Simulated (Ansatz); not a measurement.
# Sn3Bi: the cost of one run

Program: Ansatz 0.2.0. Level of theory: DFT PBEsol, scalar-relativistic, plane waves, PAW. These are calculated values, not measurements.

## 1. The system as given

It takes space group I4/mmm (No. 139, tetragonal). The conventional cell has a = 4.703 Å, b = 4.703 Å, c = 10.566 Å, α = 90.00°, β = 90.00°, γ = 90.00°. Sn (site symmetry 4/mmm) has 4 Bi at 3.33 Å and 8 Sn at 3.54 Å as nearest neighbours. Around Sn (site symmetry -4m2) lie 8 Sn at 3.33 to 3.54 Å and 4 Bi at 3.54 Å. Bi (site symmetry 4/mmm) has 12 Sn at 3.33 to 3.54 Å as nearest neighbours.

As a file:

```
CELL_PARAMETERS angstrom
-2.35125 2.35125 5.28309
2.35125 -2.35125 5.28309
2.35125 2.35125 -5.28309
ATOMIC_POSITIONS crystal
Sn 0.50000 0.50000 0.00000
Sn 0.25000 0.75000 0.50000
Sn 0.75000 0.25000 0.50000
Bi 0.00000 0.00000 0.00000
```

The structure comes from the Materials Project (structure only).

(A quick probe on a coarse mesh, which set the mesh and smearing, is not shown.)

## 3. Relaxing cell and atoms

The input, input.yaml:

```yaml
crystal:
  lattice:
    - [-2.351252, 2.351252, 5.283086]
    - [2.351252, -2.351252, 5.283086]
    - [2.351252, 2.351252, -5.283086]
  atoms:
    - { symbol: Sn, position: [0.5, 0.5, 0.0] }
    - { symbol: Sn, position: [0.25, 0.75, 0.5] }
    - { symbol: Sn, position: [0.75, 0.25, 0.5] }
    - { symbol: Bi, position: [0.0, 0.0, 0.0] }
basis:
  ecutwfc: 420
kpoints:
  mp_grid: { grid: [12, 12, 12] }
hamiltonian:
  xc: pbesol
scf:
  occupations: { method: gaussian, width: 0.1 }
output:
  forces: true
  stress: true
  eigenvalues: true
  write_density: true
  write_potential: true
  elf: true
  volumetric_format: npy
relax:
  adjacent_minimum: "off"
  f_tol: 0.005
  max_steps: 80
  cell: { stress_tol: 0.05 }
```

Started as:

```
$ ansatz run input.yaml --threads 1 --pin off --max-ram 2560MiB --backend cpu --events-out ev --progress --plain --runs-dir out
```

**Question.** How long does this run take on 1 thread of Intel Xeon Platinum 8375C at 2.90GHz (Ice Lake), shared host, and how much memory does it need?

About 5.9 min, with a peak of 0.83 GiB.
